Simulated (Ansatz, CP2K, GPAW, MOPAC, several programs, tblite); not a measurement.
## What each method gives for In2BiSb (ordering on zincblende)

In2BiSb, ordered on the zincblende lattice (P-4m2) with 4 atoms a cell, relaxed with r2SCAN in Ansatz, was computed with several methods. The symmetry is P-4m2 (No. 115, tetragonal); conventional cell a = 4.713 Å, c = 6.642 Å, 36.88 Å³ an atom. Sb has 4 In at 2.86 Å; In has 2 Sb at 2.86 Å and 2 Bi at 2.91 Å; Bi has 4 In at 2.91 Å. Simulation only: spin-unpolarised, and no claim that this is the phase found in nature.

```yaml
crystal:
  lattice:
    - [4.71290, 0.00000, 0.00000]
    - [0.00000, 4.71290, 0.00000]
    - [0.00000, 0.00000, 6.64201]
  atoms:
    - { symbol: Sb, position: [0.00000, 0.00000, 0.00000] }
    - { symbol: In, position: [0.00000, 0.50000, 0.75660] }
    - { symbol: Bi, position: [0.50000, 0.50000, 0.50000] }
    - { symbol: In, position: [0.50000, 0.00000, 0.24340] }
```

Gaps and times are for a single point on this cell; volume and bulk modulus come from each method's own relaxation or energy curve at fixed shape, which is too stiff where a cell has free coordinates or axes. Times are rough, from shared hosts (Arm Neoverse V2), and each method has its own mesh and cell size. A double dagger marks a value from a curve with shape and coordinates held. PM6 (MOPAC), PM7 (MOPAC), GFN2-xTB (tblite) treat a cluster of cells at its zone centre, which samples few k points: where these miss a band edge, the gap comes out too large for that reason alone. Gaps from k meshes are read at a limited set of points (mesh, symmetry points, PBE's band edges), so each method's own least gap may be somewhat smaller. xTB and the PM methods were fitted mostly to molecules, and can miss a solid's gap by electronvolts. Minimal bases can be far off for gaps. d marks a direct gap, i an indirect one (no mark: not told apart), a dash a value that wasn't computed or didn't pass its checks.

```json
{"method": "PM6 (MOPAC)", "kind": "semi-empirical", "gap (eV)": "5.29", "own volume (Å³/atom)": "–", "bulk modulus (GPa)": "–", "atoms computed": "32", "processor time": "1.2 s"}
{"method": "GFN2-xTB (tblite)", "kind": "tight binding", "gap (eV)": "0", "own volume (Å³/atom)": "–", "bulk modulus (GPa)": "–", "atoms computed": "32", "processor time": "1.7 s"}
{"method": "light PBE (260 eV and a coarse mesh)", "kind": "light plane-wave", "gap (eV)": "overlap 0.06", "own volume (Å³/atom)": "–", "bulk modulus (GPa)": "–", "atoms computed": "4", "processor time": "2.1 s"}
{"method": "PBE/SZV (CP2K)", "kind": "small basis", "gap (eV)": "0.02", "own volume (Å³/atom)": "39.08‡", "bulk modulus (GPa)": "36‡", "atoms computed": "4", "processor time": "7.4 s"}
{"method": "PBE/single zeta (GPAW)", "kind": "small basis", "gap (eV)": "0", "own volume (Å³/atom)": "–", "bulk modulus (GPa)": "–", "atoms computed": "4", "processor time": "9.2 s"}
{"method": "PBE", "kind": "semilocal", "gap (eV)": "overlap 0.03", "own volume (Å³/atom)": "38.39", "bulk modulus (GPa)": "33‡", "atoms computed": "4", "processor time": "14 s"}
{"method": "PM7 (MOPAC)", "kind": "semi-empirical", "gap (eV)": "3.52", "own volume (Å³/atom)": "–", "bulk modulus (GPa)": "–", "atoms computed": "32", "processor time": "14 s"}
{"method": "PBE/DZVP (CP2K)", "kind": "small basis", "gap (eV)": "overlap 0.01", "own volume (Å³/atom)": "38.58‡", "bulk modulus (GPa)": "34‡", "atoms computed": "4", "processor time": "22 s"}
{"method": "r2SCAN", "kind": "semilocal", "gap (eV)": "0", "own volume (Å³/atom)": "36.88", "bulk modulus (GPa)": "39‡", "atoms computed": "4", "processor time": "32 s"}
```

Volumes against r2SCAN's: PBE +4.1 %.

Runs without a result: GFN1-xTB (tblite) (single point).

With PBE and r2SCAN the bands overlap or touch, or nearly. Semilocal functionals can close a real gap, so this doesn't show a metal; small gaps of other methods may in turn close between the points read or with spin-orbit coupling, and the solid may be a semimetal.

Spin-orbit coupling is left out; in compounds of Pb, Bi, Tl or Hg it can lower a gap by up to about 1 eV, split its edges or invert the bands.
